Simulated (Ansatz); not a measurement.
# ClH₅N₂OTi: how energies converge with the basis set

How large a basis does ClH₅N₂OTi need? Two functionals are run in growing sets.

Method: one geometry, several basis sets; program: Ansatz 0.2.0, Gaussian basis.

Plan: PBE0-D4/def2-SVP; ωB97M-V/def2-SVP; PBE0-D4/def2-QZVPP; ωB97M-V/def2-QZVPP; the functionals' def2-TZVPP values are taken from earlier runs.

### Step 1. The geometry

An earlier PBE0-D4 in a triple-zeta def2 set relaxation fixed the geometry.

10 atoms, charge 0, spin multiplicity 1.

Atoms are counted from 1 here; the program's logs count them from 0.

Bond lengths: N1–Ti2 1.867 Å, N1–H6 1.011 Å, N1–H7 1.010 Å, Ti2–N3 1.872 Å, Ti2–O4 1.786 Å, Ti2–Cl5 2.234 Å, N3–H8 1.011 Å, N3–H9 1.009 Å, O4–H10 0.958 Å. Angles: Ti2–N1–H6 123.5°, Ti2–N1–H7 125.5°, H6–N1–H7 110.5°, N1–Ti2–N3 107.9°, N1–Ti2–O4 110.6°, N1–Ti2–Cl5 109.2°, N3–Ti2–O4 109.4°, N3–Ti2–Cl5 109.7°, O4–Ti2–Cl5 110.0°, Ti2–N3–H8 122.9°, Ti2–N3–H9 126.4°, H8–N3–H9 110.5°, Ti2–O4–H10 134.4°.

### Step 2. PBE0-D4 in def2-SVP

File in.yaml:

```yaml
crystal:
  periodic: [false, false, false]
  atoms:
    - {symbol: N, position_ang: [-1.521322, -0.099029, -0.665992]}
    - {symbol: Ti, position_ang: [0.158744, 0.342099, 0.018497]}
    - {symbol: N, position_ang: [0.656657, -0.998181, 1.226952]}
    - {symbol: O, position_ang: [1.366509, 0.438056, -1.293146]}
    - {symbol: Cl, position_ang: [0.026818, 2.303453, 1.079816]}
    - {symbol: H, position_ang: [-2.383758, 0.025036, -0.152387]}
    - {symbol: H, position_ang: [-1.713654, -0.365312, -1.621266]}
    - {symbol: H, position_ang: [1.615545, -1.159620, 1.503750]}
    - {symbol: H, position_ang: [0.048938, -1.693690, 1.633297]}
    - {symbol: H, position_ang: [1.828722, 1.156286, -1.726622]}
basis:
  gaussian: {orbitals: def2-SVP}
hamiltonian: {xc: pbe0, dispersion: d4}
output: {orbitals: {seedname: orbitals}}
```

Started as:

```console
ansatz run in.yaml --threads 4 --pin off --events-out ev --progress --plain --max-ram 10444MiB
```

The runs that follow: ωB97M-V in def2-SVP; PBE0-D4 in def2-QZVPP; ωB97M-V in def2-QZVPP.

**Question.** What will the summary of the whole plan be? Wanted: PBE0-D4: double and triple zeta above quadruple; ωB97M-V: double and triple zeta above quadruple.

The runs gave:

| quantity | value |
| --- | --- |
| PBE0-D4: double and triple zeta above quadruple | 14.86, 1.12 eV |
| ωB97M-V: double and triple zeta above quadruple | 14.93, 1.05 eV |

What this shows: PBE0-D4 gains 13.74 eV from double to triple zeta, then 1.12 eV more. Total energies overstate the basis error of differences, where much of it tends to cancel.
